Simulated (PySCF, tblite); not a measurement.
# C₆H₉O radical: geometry, infrared bands and EPR parameters

Aim: predict the infrared bands and EPR parameters of C₆H₉O radical (`[H]/[C]=C\[C@@H]1C[C@H]1OC`).

The runs use tblite 0.8.0 and PySCF 2.14.0, with density-fitted response routines of our own; the level of theory stands in each step. All values are computed, except where a source is named. Atoms are numbered from 0 throughout.

## 1. The starting structure

16 atoms, charge 0, multiplicity 2; geometry from: force field or distance geometry start.

Bonds of the start (Å): C0–C1 1.30, C1–C2 1.46, C2–C3 1.51, C3–C4 1.49, C4–O5 1.44, O5–C6 1.42, C4–C2 1.52, C0–H7 1.07, C1–H8 1.09, C2–H9 1.09, C3–H10 1.10, C3–H11 1.08, C4–H12 1.09, C6–H13 1.10, C6–H14 1.10, C6–H15 1.08.

## 2. Relaxing the molecule with GFN2-xTB

Job settings and geometry (Å):

```
{"job": {"kind": "relax", "xc": "GFN2-xTB", "basis": "xTB"}, "charge": 0, "multiplicity": 2}
C      2.176300     1.288300    -0.479000
C      1.947300     0.020100    -0.608100
C      0.815100    -0.582500     0.082000
C      0.104900    -1.735800    -0.579500
C     -0.574100    -0.407600    -0.503600
O     -1.665000    -0.321000     0.430200
C     -1.975700     1.025100     0.773900
H      2.351800     2.342000    -0.373600
H      2.660800    -0.618100    -1.130800
H      0.879600    -0.607700     1.166500
H     -0.275100    -2.531600     0.070600
H      0.435900    -2.094200    -1.539400
H     -0.682900     0.125800    -1.443300
H     -1.109300     1.508800     1.238300
H     -2.804500     1.018600     1.496800
H     -2.292700     1.578700    -0.099000
```

The run is started by

```
> OMP_NUM_THREADS=1 python probes_run.py task.json out
```

The driver reads the jobs from task.json and runs them one after another.

**Question.** This job is followed by: GFN2-xTB harmonic vibrations, gas phase; UKS B3LYP, pcH-1 on C H O, non-relativistic, mean-field spin-orbit, GIAO. Predict these results of the whole session: strongest single infrared mode (GFN2-xTB); zero-point energy (GFN2-xTB); g(iso) (B3LYP); ⟨S²⟩; largest a(iso) (averaged by class); potential on the surface of density 0.002 e/bohr³, 1st and 99th percentile.

**Answer**, as computed:

| quantity | value |
| --- | --- |
| strongest single infrared mode (GFN2-xTB) | 731 cm⁻¹, 62 km/mol |
| zero-point energy (GFN2-xTB) | 81.3 kcal/mol |
| g(iso) (B3LYP) | 2.00224 |
| ⟨S²⟩ | 0.759 (exact 0.75) |
| largest a(iso) (averaged by class) | 13C on C0, 322.1 MHz |
| potential on the surface of density 0.002 e/bohr³, 1st and 99th percentile | -1.36 V and 1.01 V |

**Reading.** Over 144 steps the energy fell by 0.410 eV; of the close pairs, C4–O5 changed most, 1.439 to 1.389 Å. No mode is imaginary among the 42: a minimum at this level. The strongest single mode, at 731 cm⁻¹, moves mainly H7. GFN2-xTB is a fitted tight-binding method: band positions and strengths are rough. Its intensities can rank the bands wrongly. C0 carries the largest spin population, 1.05 e. The isotropic g lies 0.1 ppt below the free-electron value. These values are for one conformer; the search (at its own cheap level) found 1 more, at 1.42 kcal/mol, and measured spectra average over such forms.
